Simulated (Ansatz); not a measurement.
# C6H18FN3Zr: basis-set convergence

An exercise on one series of results from a longer session: the logs are not shown, and one member is left open.

The runs use Ansatz 0.2.0, Gaussian basis; one geometry, several basis sets.

Plan: PBE0-D4/def2-SVP; ωB97M-V/def2-SVP; PBE0-D4/def2-QZVPP; ωB97M-V/def2-QZVPP; the functionals' def2-TZVPP values are taken from earlier runs.

### The relaxed structure

All runs share one geometry, relaxed beforehand with PBE0-D4 in a triple-zeta def2 set. Zr takes the def2 core potential; no spin-orbit term is included.

29 atoms, charge 0, spin multiplicity 1.

Atoms are counted from 1 here; the program's logs count them from 0.

Bond lengths: C1–N2 1.444 Å, C1–H12 1.100 Å, C1–H13 1.100 Å, C1–H14 1.099 Å, N2–C3 1.438 Å, N2–Zr4 2.034 Å, C3–H15 1.100 Å, C3–H16 1.101 Å, C3–H17 1.092 Å, Zr4–F5 1.951 Å, Zr4–N6 2.034 Å, Zr4–N9 2.034 Å, N6–C7 1.438 Å, N6–C8 1.444 Å, C7–H18 1.092 Å, C7–H19 1.100 Å, C7–H20 1.101 Å, C8–H21 1.099 Å and more. Angles: N2–C1–H12 111.9°, N2–C1–H13 112.2°, N2–C1–H14 111.1°, H12–C1–H13 107.6°, H12–C1–H14 106.9°, H13–C1–H14 106.9°, C1–N2–C3 112.9°, C1–N2–Zr4 114.6°, C3–N2–Zr4 132.4°, N2–C3–H15 111.6°, N2–C3–H16 111.8°, N2–C3–H17 110.4°, H15–C3–H16 107.0°, H15–C3–H17 107.8°, H16–C3–H17 108.0°, N2–Zr4–F5 111.6°, N2–Zr4–N6 107.2°, N2–Zr4–N9 107.3° and more.

Set-up of the first run:

Contents of in.yaml:

```yaml
crystal:
  periodic: [false, false, false]
  atoms:
    - {symbol: C, position_ang: [-2.703196, 0.156558, -1.320305]}
    - {symbol: N, position_ang: [-1.658426, -0.606539, -0.679296]}
    - {symbol: C, position_ang: [-2.119534, -1.869771, -0.169882]}
    - {symbol: Zr, position_ang: [0.183702, 0.252414, -0.752661]}
    - {symbol: F, position_ang: [0.622051, 0.858419, -2.554312]}
    - {symbol: N, position_ang: [0.183353, 1.792167, 0.576407]}
    - {symbol: C, position_ang: [-0.788179, 2.241291, 1.536831]}
    - {symbol: C, position_ang: [1.342593, 2.649940, 0.506152]}
    - {symbol: N, position_ang: [1.519915, -1.125969, -0.080491]}
    - {symbol: C, position_ang: [1.810764, -2.189451, -1.012768]}
    - {symbol: C, position_ang: [2.294732, -1.213264, 1.127880]}
    - {symbol: H, position_ang: [-3.513656, 0.410135, -0.620954]}
    - {symbol: H, position_ang: [-3.150810, -0.383137, -2.167613]}
    - {symbol: H, position_ang: [-2.314811, 1.105022, -1.715850]}
    - {symbol: H, position_ang: [-2.903725, -1.737919, 0.590718]}
    - {symbol: H, position_ang: [-2.544807, -2.500865, -0.965095]}
    - {symbol: H, position_ang: [-1.295659, -2.417834, 0.291948]}
    - {symbol: H, position_ang: [-1.651925, 1.573229, 1.545890]}
    - {symbol: H, position_ang: [-0.370787, 2.264713, 2.554712]}
    - {symbol: H, position_ang: [-1.146147, 3.257548, 1.311941]}
    - {symbol: H, position_ang: [2.054921, 2.291636, -0.249470]}
    - {symbol: H, position_ang: [1.883752, 2.686934, 1.463236]}
    - {symbol: H, position_ang: [1.078966, 3.681996, 0.232383]}
    - {symbol: H, position_ang: [2.868634, -2.199568, -1.313454]}
    - {symbol: H, position_ang: [1.574140, -3.178510, -0.593263]}
    - {symbol: H, position_ang: [1.218992, -2.082835, -1.932101]}
    - {symbol: H, position_ang: [3.375872, -1.182913, 0.923634]}
    - {symbol: H, position_ang: [2.095476, -2.149852, 1.670027]}
    - {symbol: H, position_ang: [2.053800, -0.383574, 1.795746]}
basis:
  gaussian: {orbitals: def2-SVP}
hamiltonian: {xc: pbe0, dispersion: d4}
output: {orbitals: {seedname: orbitals}}
```

Launch:

```bash
$ ansatz run in.yaml --threads 11 --pin off --events-out ev --progress --plain --max-ram 110592MiB --backend cpu
```

Steps of the session up to this table: PBE0-D4 in def2-SVP; ωB97M-V in def2-SVP; PBE0-D4 in def2-QZVPP; ωB97M-V in def2-QZVPP.

One table of the session follows, with a row left open; its other results are not shown here.

It belongs to the step «Density functionals: the series». 

| functional | basis | HOMO (eV) | LUMO (eV) |
| --- | --- | --- | --- |
| PBE0-D4 | def2-SVP | -6.03 | 0.30 |
| PBE0-D4 | def2-TZVPP | -6.12 | 0.14 |
| PBE0-D4 | def2-QZVPP | -6.13 | 0.01 |
| ωB97M-V | def2-SVP | ? | ? |
| ωB97M-V | def2-TZVPP | -8.40 | 1.20 |
| ωB97M-V | def2-QZVPP | -8.41 | 0.79 |

Estimate the missing values for ωB97M-V, def2-SVP.

**Answer.** HOMO (eV): -8.31; LUMO (eV): 1.56. In the column «HOMO (eV)» it lies between ωB97M-V, def2-TZVPP (-8.40) and PBE0-D4, def2-QZVPP (-6.13).
